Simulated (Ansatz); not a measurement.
# CH6AlBS: the cost of one run

Program: Ansatz 0.2.0. Level of theory: RHF/cc-pVDZ. These are calculated values, not measurements.

**1. The structure to begin with**

Bond lengths: B1–Al2 1.999 Å, Al2–S3 2.255 Å, S3–C4 1.779 Å, B1–H5 1.230 Å, B1–H6 1.212 Å, Al2–H7 1.614 Å, C4–H8 1.145 Å, C4–H9 1.139 Å, C4–H10 1.058 Å. Angles: B1–Al2–S3 119.1°, B1–Al2–H7 121.0°, S3–Al2–H7 119.9°, Al2–B1–H5 122.0°, Al2–B1–H6 122.8°, H5–B1–H6 115.1°, Al2–S3–C4 96.1°, S3–C4–H8 106.7°, S3–C4–H9 109.9°, S3–C4–H10 114.9°, H8–C4–H9 105.2°, H8–C4–H10 107.7°, H9–C4–H10 111.9°.

As a file:

```xyz
10

B    -1.2780    1.5112   -1.1460
Al    0.5587    0.8532   -0.7101
S     1.0341    0.2542    1.4116
C     0.5832   -1.4570    1.2290
H    -1.5946    1.8515   -2.2846
H    -2.1379    1.6646   -0.3058
H     1.6839    0.7108   -1.8583
H    -0.5314   -1.4768    0.9664
H     0.6621   -1.9876    2.2339
H     1.1031   -1.9753    0.4667
```

**2. End point A**

File input.yaml:

```yaml
crystal:
  periodic: [false, false, false]
  atoms:
    - { symbol: B, position_ang: [-1.278, 1.5112, -1.146] }
    - { symbol: Al, position_ang: [0.5587, 0.8532, -0.7101] }
    - { symbol: S, position_ang: [1.0341, 0.2542, 1.4116] }
    - { symbol: C, position_ang: [0.5832, -1.457, 1.229] }
    - { symbol: H, position_ang: [-1.5946, 1.8515, -2.2846] }
    - { symbol: H, position_ang: [-2.1379, 1.6646, -0.3058] }
    - { symbol: H, position_ang: [1.6839, 0.7108, -1.8583] }
    - { symbol: H, position_ang: [-0.5314, -1.4768, 0.9664] }
    - { symbol: H, position_ang: [0.6621, -1.9876, 2.2339] }
    - { symbol: H, position_ang: [1.1031, -1.9753, 0.4667] }
basis:
  gaussian: { orbitals: cc-pVDZ }
hamiltonian:
  xc: hf
relax:
  f_tol: 0.015
  max_steps: 40
```

On the command line:

```sh
ansatz run input.yaml --threads 1 --pin off --max-ram 2048MiB --backend cpu --events-out ev --progress --plain --runs-dir out
```

Q: Estimate wall time and peak memory on 1 thread of Arm Neoverse V1, shared host.

About 92 s, with a peak of 0.17 GiB.
